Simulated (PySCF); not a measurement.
**CH4FGaInN (SMILES [H]/N=[C](/[InH2])[GaH][F]): levels of theory compared**

Aim: a comparison of 6 runs (HF/STO-3G, HF/3-21G, HF/def2-SVP, HF/def2-SVPD, BLYP/def2-TZVP, CCSD(T)/3-21G) of CH4FGaInN. The job is set up through a Python script.

The results are computed with PySCF 2.14.0.

## (1) The structure to begin with

The species is CH4FGaInN (9 atoms), meant as a singlet with charge 0. SMILES: `[H]/N=[C](/[InH2])[GaH][F]`. The shape comes from GFN2-xTB, which is rough for such elements, and wasn't checked as a minimum. This is one conformer, not always the lowest.

Bond lengths: N1–C2 1.242 Å, C2–In3 2.287 Å, C2–Ga4 2.138 Å, Ga4–F5 1.774 Å, N1–H6 1.027 Å, In3–H7 1.736 Å, In3–H8 1.788 Å, Ga4–H9 1.623 Å. Angles: N1–C2–In3 101.4°, N1–C2–Ga4 117.5°, In3–C2–Ga4 141.1°, C2–Ga4–F5 107.8°, C2–N1–H6 121.5°, C2–In3–H7 105.2°, C2–In3–H8 130.4°, C2–Ga4–H9 134.5°, F5–Ga4–H9 117.7°, H7–In3–H8 124.3°.

## (2) Energy and gradient at HF/STO-3G (run 1)

input.xyz

```xyz
9

N      0.889480     0.682540    -0.873550
C      0.112720     0.094830    -0.103250
In     1.108310    -1.957650     0.061650
Ga    -1.593110     1.177490     0.596390
F     -1.533830     2.802130    -0.113480
H      0.726050     1.654090    -1.162650
H      2.484930    -1.882760    -0.993080
H      0.657420    -3.390890     1.031420
H     -2.851980     0.820220     1.556560
```

calc.py

```python
import pyscf.grad
from pyscf import gto, scf

mol = gto.M(
    atom='input.xyz',
    verbose=4,
    basis='sto-3g',
    max_memory=1860,
    spin=0,
)

myscf = scf.RHF(mol)
myscf.conv_tol = 1e-10
myscf.kernel()
if not myscf.converged:
    myscf = myscf.newton().run(myscf.mo_coeff, myscf.mo_occ)

energy = myscf.e_tot
print('E(%s) = %.9f' % ('HF', energy))
grad = myscf.Gradients().kernel()
myscf.analyze()
```

Run with:

```bash
$ OMP_NUM_THREADS=1 python calc.py
```

Output:

```text
PySCF version 2.14.0

[... 109 lines left out ...]
Two-electron Coulomb Energy =         3937.381650040094428
[... 14 lines left out ...]
MO #12  energy= -25.8024007908317  occ= 2
[... 12 lines left out ...]
MO #25  energy= -3.88649893909444  occ= 2
[... 12 lines left out ...]
MO #38  energy= -0.53105356137401  occ= 2
[... 12 lines left out ...]
MO #51  energy= -0.267123957714898 occ= 2
[... 12 lines left out ...]
MO #64  energy= 1.09038765686377   occ= 0
[... 76 lines left out ...]
Dipole moment(X, Y, Z, Debye): -0.86351, -1.44306,  1.21528
```

It took 17 s on 1 thread of Intel Xeon at 2.50GHz (Skylake/Cascade Lake), shared host; peak memory 0.14 GiB.

## (3) Energy and gradient at HF/3-21G (run 2)

run.py

```python
# N=[C]([InH2])[GaH][F]
from pyscf import gto, scf

mol = gto.M(
    atom='''
N      0.889480     0.682540    -0.873550
C      0.112720     0.094830    -0.103250
In     1.108310    -1.957650     0.061650
Ga    -1.593110     1.177490     0.596390
F     -1.533830     2.802130    -0.113480
H      0.726050     1.654090    -1.162650
H      2.484930    -1.882760    -0.993080
H      0.657420    -3.390890     1.031420
H     -2.851980     0.820220     1.556560
''',
    basis='3-21g',
    verbose=4,
    max_memory=1860,
    charge=0,
)

calc0 = scf.RHF(mol)
calc0.conv_tol = 1e-10
calc0.kernel()
if not calc0.converged:
    calc0 = calc0.newton().run(calc0.mo_coeff, calc0.mo_occ)

e_final = calc0.e_tot
print('E = %.10f Eh' % e_final)
grad = calc0.nuc_grad_method().kernel()
calc0.analyze()
```

Run with:

```bash
$ OMP_NUM_THREADS=1 python run.py
```

Output:

```text
PySCF version 2.14.0

[... 93 lines left out ...]
MO #3   energy= -148.671834814347  occ= 2
[... 16 lines left out ...]
MO #20  energy= -17.4921519272997  occ= 2
[... 16 lines left out ...]
MO #37  energy= -1.12263229049051  occ= 2
[... 16 lines left out ...]
MO #54  energy= 0.0267420076021065 occ= 0
[... 16 lines left out ...]
MO #71  energy= 0.53473848426261   occ= 0
[... 16 lines left out ...]
MO #88  energy= 3.71263312092034   occ= 0
[... 100 lines left out ...]
Dipole moment(X, Y, Z, Debye): -1.10843, -1.68003,  1.51076
```

It took 18 s on 1 thread of Intel Xeon at 2.50GHz (Skylake/Cascade Lake), shared host; peak memory 0.18 GiB.

Runs 3 to 5 aren't shown in full; the table further down has their settings and results.

## (4) The energy at CCSD(T)/3-21G (run 6)

input.xyz is that of step 2.

calc.py

```python
from pyscf import gto, cc

mol = gto.M(
    atom='input.xyz',
    verbose=4,
    max_memory=1860,
    basis='3-21g',
)

mf = mol.RHF()
mf.conv_tol = 1e-10
mf.kernel()
if not mf.converged:
    mf = mf.newton().run(mf.mo_coeff, mf.mo_occ)

mycc = cc.CCSD(mf, frozen=30)
mycc.kernel()
e_t = mycc.ccsd_t()
energy = mycc.e_tot + e_t
print('E = %.10f Eh' % energy)
dip = mf.dip_moment()
pop, q = mf.mulliken_pop()
```

Run with:

```bash
$ OMP_NUM_THREADS=1 python calc.py
```

Output:

```text
PySCF version 2.14.0

[... 69 lines left out ...]
converged SCF energy = -7821.55873141576
[... 12 lines left out ...]
Init t2, MP2 energy = -7821.95528455855  E_corr(MP2) -0.396553142783366
[... 15 lines left out ...]
CCSD converged
[... 3 lines left out ...]
Dipole moment(X, Y, Z, Debye): -1.10843, -1.68003,  1.51076
[... 98 lines left out ...]
charge of    8H =     -0.20893
```

Run time: 29 s. Hardware: 1 thread of Intel Xeon at 2.50GHz (Skylake/Cascade Lake), shared host; peak memory 0.33 GiB.

## (5) The series

```csv
run,level,core potential,integration grid,energy (Eh),dipole moment (D) of the reference,HOMO energy (eV),LUMO energy (eV),wall time
1,HF/STO-3G,–,–,-7775.143759,2.07,-5.00,5.03,17 s
2,HF/3-21G,–,–,-7821.558731,2.52,-7.76,0.73,18 s
3,HF/def2-SVP (core potential),def2-svp,–,-2306.084939,2.46,-8.14,0.63,48 s
4,HF/def2-SVPD (core potential),def2-svp,–,-2306.102979,2.64,-8.26,0.48,2.1 min
5,BLYP/def2-TZVP (core potential),def2-svp,5,-2310.127875,1.62,-4.74,-2.99,14 min
6,CCSD(T)/3-21G,–,–,-7822.000830,2.52,-7.76,0.73,29 s
```

## (6) Results

| quantity | value |
| --- | --- |
| run 6: total energy | -7822.00083 Eh |
| run 6: dipole moment (Hartree–Fock density) | 2.52 D |
| run 6: HOMO energy (Hartree–Fock orbitals) | -7.76 eV |
| run 6: LUMO energy (Hartree–Fock orbitals) | 0.73 eV |
| run 6: HOMO–LUMO gap (Hartree–Fock orbitals) | 8.49 eV |
| run 6: correlation energy (30 core orbitals frozen) | -442.1 mEh |
| run 6: (T) correction | -13.25 mEh |
| run 6: T1 diagnostic | 0.013 |

What this shows: Over runs 1, 2, 3, 4, 5 the dipole moment (its size) runs from 1.62 D (BLYP/def2-TZVP) to 2.64 D (HF/def2-SVPD). The two ends differ in method and basis. Over runs 1, 2, 3, 4, 5 the HOMO–LUMO gap runs from 1.75 eV (BLYP/def2-TZVP) to 10.03 eV (HF/STO-3G). The two ends differ in method and basis and core potential. Some runs of one species differ in core potentials or relativity; totals across that change don't compare. In run 1 the basis is minimal, so the values are rough. In runs 1, 2, 6 relativity is left out where basis or elements ask for it. All runs together took 18 min, the longest 14 min.
